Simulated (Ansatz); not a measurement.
**AlGaH (doublet): B2PLYP, RPA-PBE over a scan of the distance Al1–Ga2, cc-pVDZ**

How well do these functionals follow the top wave-function level for AlGaH (doublet) over a scan of the distance Al1–Ga2?

Program: Ansatz 0.2.0, Gaussian basis. Level of theory: cc-pVDZ, all electrons in the functionals, frozen cores in the correlation of double hybrids and RPA. These are calculated values, not measurements.

The runs, in order: B2PLYP, RPA-PBE, at 2.103 Å; 2.400 Å; 2.671 Å; 2.954 Å; 3.202 Å; 3.735 Å; 4.197 Å; 4.874 Å; 5.762 Å; 7.322 Å; 8.916 Å.

### 1 The system

The geometry derives from a PBE0/def2-TZVP stationary point (not a proven minimum). One bond is set to the value named and the two fragments are kept rigid. No spin-orbit coupling is included. The filled d shell of Ga may be among the frozen orbitals whatever the setting's name suggests; the logs give the count.

3 atoms, charge 0, spin multiplicity 2.

Atoms are counted from 1 here; the program's logs count them from 0.

Bond lengths: Al1–Ga2 2.671 Å, Al1–H3 1.622 Å. Angles: Ga2–Al1–H3 180.0°.

No dispersion term is added.

The geometry shown and the zero of energy belong to the point 2.671 Å. The yardstick, FCI, and other wave-function levels (R restricted, U unrestricted, valence and pair active spaces) come from earlier runs.

### 2 B2PLYP, 2.103 Å

in.yaml

```yaml
crystal:
  periodic: [false, false, false]
  atoms:
    - {symbol: Al, position_ang: [0.000000, 0.000000, 0.160400]}
    - {symbol: Ga, position_ang: [0.000000, 0.000000, -1.942600]}
    - {symbol: H, position_ang: [0.000000, 0.000000, 1.782200]}
basis:
  gaussian: {orbitals: cc-pVDZ}
magnetization: {spin_polarized: true, initial_magnetization: 1}
hamiltonian: {xc: {name: B2PLYP}}
correlation: {electrons: outside_noble_gas}
```

Launch:

```
ansatz run in.yaml --threads 1 --pin off --events-out ev --progress --plain --max-ram 4096MiB --backend cpu
```

After this run come: B2PLYP, 2.400 Å; B2PLYP, 2.671 Å; B2PLYP, 2.954 Å; B2PLYP, 3.202 Å; B2PLYP, 3.735 Å; B2PLYP, 4.197 Å; B2PLYP, 4.874 Å; B2PLYP, 5.762 Å; B2PLYP, 7.322 Å; B2PLYP, 8.916 Å; RPA-PBE, 2.103 Å; RPA-PBE, 2.400 Å; RPA-PBE, 2.671 Å; RPA-PBE, 2.954 Å; RPA-PBE, 3.202 Å; RPA-PBE, 3.735 Å; RPA-PBE, 4.197 Å; RPA-PBE, 4.874 Å; RPA-PBE, 5.762 Å; RPA-PBE, 7.322 Å; RPA-PBE, 8.916 Å.

Q: Predict the results of all the runs planned. Wanted: span of the FCI curve; largest miss, B2PLYP; largest miss, RPA-PBE.

The runs gave:

```
             quantity                   value
span of the FCI curve            160.2 kJ/mol
 largest miss, B2PLYP  +11.7 kJ/mol (5.762 Å)
largest miss, RPA-PBE  -13.5 kJ/mol (8.916 Å)
```

**Reading.** Of the functionals, B2PLYP keep the smallest largest miss at the points compared (at most 11.7 kJ/mol) and RPA-PBE strays most (13.5 kJ/mol, at 8.916 Å). B2PLYP, RPA-PBE clearly break the spin symmetry at some points (⟨S²⟩ up to 0.69 above the pure value), so energy there is bought with a mixed spin. Functionals and the yardstick converge differently with the basis, so part of each miss in cc-pVDZ is the basis.
